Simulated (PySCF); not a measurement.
# H8N4Y (Y(NH2)4-): the cost of one run

The runs use PySCF 2.14.0; PBE0, Y def2-SVP with ECP28, N def2-SVP, H def2-SVP; scalar-relativistic core potentials, no spin–orbit coupling.

1 further run of the same task is left out (for a known fault of the program).

### Step 1. The starting structure

13 atoms, charge -1, spin multiplicity 1.

Bond lengths: Y1–N2 2.214 Å, Y1–N5 2.214 Å, Y1–N8 2.214 Å, Y1–N11 2.214 Å, N2–H3 1.018 Å, N2–H4 1.018 Å, N5–H6 1.018 Å, N5–H7 1.018 Å, N8–H9 1.018 Å, N8–H10 1.018 Å, N11–H12 1.018 Å, N11–H13 1.018 Å. Angles: N2–Y1–N5 109.5°, N2–Y1–N8 109.5°, N2–Y1–N11 109.5°, N5–Y1–N8 109.5°, N5–Y1–N11 109.5°, N8–Y1–N11 109.5°, Y1–N2–H3 125.4°, Y1–N2–H4 125.4°, H3–N2–H4 109.2°, Y1–N5–H6 125.4°, Y1–N5–H7 125.4°, H6–N5–H7 109.2°, Y1–N8–H9 125.4°, Y1–N8–H10 125.4°, H9–N8–H10 109.2°, Y1–N11–H12 125.4°, Y1–N11–H13 125.4°, H12–N11–H13 109.2°.

As a file:

```xyz
13

Y     0.0000    0.0000    0.0000
N     1.2783    1.2783    1.2783
H     1.6189    1.0320    2.2058
H     1.6189    2.2058    1.0320
N    -1.2783   -1.2783    1.2783
H    -1.6189   -1.0320    2.2058
H    -1.6189   -2.2058    1.0320
N     1.2783   -1.2783   -1.2783
H     1.6189   -2.2058   -1.0320
H     1.6189   -1.0320   -2.2058
N    -1.2783    1.2783   -1.2783
H    -1.6189    2.2058   -1.0320
H    -1.6189    1.0320   -2.2058
```

Formal oxidation states: Y +3.

### Step 2. SCF at the start, singlet

The input, run.py (the lines that set the calculation):

```python
mol = gto.M(atom='''
Y      0.00000     0.00000     0.00000
N      1.27830     1.27830     1.27830
H      1.61890     1.03200     2.20580
H      1.61890     2.20580     1.03200
N     -1.27830    -1.27830     1.27830
H     -1.61890    -1.03200     2.20580
H     -1.61890    -2.20580     1.03200
N      1.27830    -1.27830    -1.27830
H      1.61890    -2.20580    -1.03200
H      1.61890    -1.03200    -2.20580
N     -1.27830     1.27830    -1.27830
H     -1.61890     2.20580    -1.03200
H     -1.61890     1.03200    -2.20580''',
    basis={'Y': 'def2-SVP', 'N': 'def2-SVP', 'H': 'def2-SVP'},
    ecp={'Y': 'def2-SVP'},
    charge=-1, spin=0)
mf = dft.RKS(mol, xc='PBE0')
mf.grids.atom_grid = (50, 194)
mf = mf.density_fit()  # fitting sets: Y def2-universal-JKFIT, N def2-universal-JKFIT, H def2-universal-JKFIT
mf.conv_tol = 1e-08; mf.max_cycle = 55
mf.kernel(dm0)  # dm0: free metal ions and neutral atoms
```

The run is started by

```bash
$ OMP_NUM_THREADS=2 python run.py
```

What time and memory should one allow on 2 threads of Intel Xeon 6975P-C (Granite Rapids), shared host?

About 3.2 s, with a peak of 0.76 GiB.
